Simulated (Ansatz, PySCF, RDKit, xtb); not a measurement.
**C2H6Br2Si: which of the isomers drawn lies lowest?**

A sample of isomers of C2H6Br2Si is drawn. Aim: find which of them has the lowest free energy at 298.15 K, then its properties. The sample is small against all isomers, and the most stable one of this formula need not be in it.

The funnel: GFN2-xTB relaxations, single points with a density functional, relaxations at B3LYP-D3(BJ)/def2-SVP, harmonic vibrations (at GFN2-xTB), and a last energy at a higher level. All values are calculated.

### Step 1. Drawing up candidates

Isomers were taken from a list of plausible structures; this is a sample, not all of them. That gives 4 candidates.

| label | SMILES | spin |
| --- | --- | --- |
| c055 | C[Si@@H](Br)CBr | singlet |
| c395 | BrC[SiH2]CBr | singlet |
| c494 | C[Si](C)(Br)Br | singlet |
| c588 | C[SiH2]C(Br)Br | singlet |

Candidates are built by distance geometry, with a force field where one applies, in up to four conformers (letters a to d).

Q: Predict the outcome of this search (final energies at CCSD(T)/def2-SVP + MP2/def2-TZVPP - MP2/def2-SVP).

| quantity | value |
| --- | --- |
| lowest structure found | C[Si](C)(Br)Br, singlet |
| next finalist | C[Si@@H](Br)CBr, singlet, 36.0 kcal/mol higher in G |
| share at equilibrium, among the finalists | 100.0 % |
| dipole moment (PBE0/def2-SVPD) | 2.55 D |
| HOMO energy (PBE0/def2-SVPD) | -8.24 eV |
| LUMO energy (PBE0/def2-SVPD) | -0.34 eV |
| HOMO–LUMO gap (PBE0/def2-SVPD) | 7.91 eV |
| lowest excitation (TD-PBE0/def2-SVPD) | 6.59 eV (f = 0.024) |
| strongest of the states computed, same level | 7.58 eV (f = 0.129) |
| lowest triplet excitation, same level, Tamm-Dancoff | 6.06 eV |
| vertical ionisation energy | 10.11 eV |
| vertical electron affinity | -0.92 eV (unbound: the value depends on the basis) |
| vertical triplet less singlet | +6.21 eV |

The search ends on `C[Si](C)(Br)Br`. The margin of 36.0 kcal/mol over the next finalist is beyond the usual error of the last level; it says nothing of structures that weren't ranked. GFN2-xTB, HF/STO-3G, r2SCAN-D4/def2-SVP, B3LYP-D3(BJ)/def2-SVP, HF/def2-SVP and MP2/def2-SVP already put its bonding pattern lowest among the structures in one piece. One minimum inside the window was never screened. The search is not exhaustive (a finite list of starts, one conformer a finalist), so a lower isomer can't be ruled out. Only 4 drawn patterns were tried, so whole families of isomers are missing, and the result ranks this sample alone.
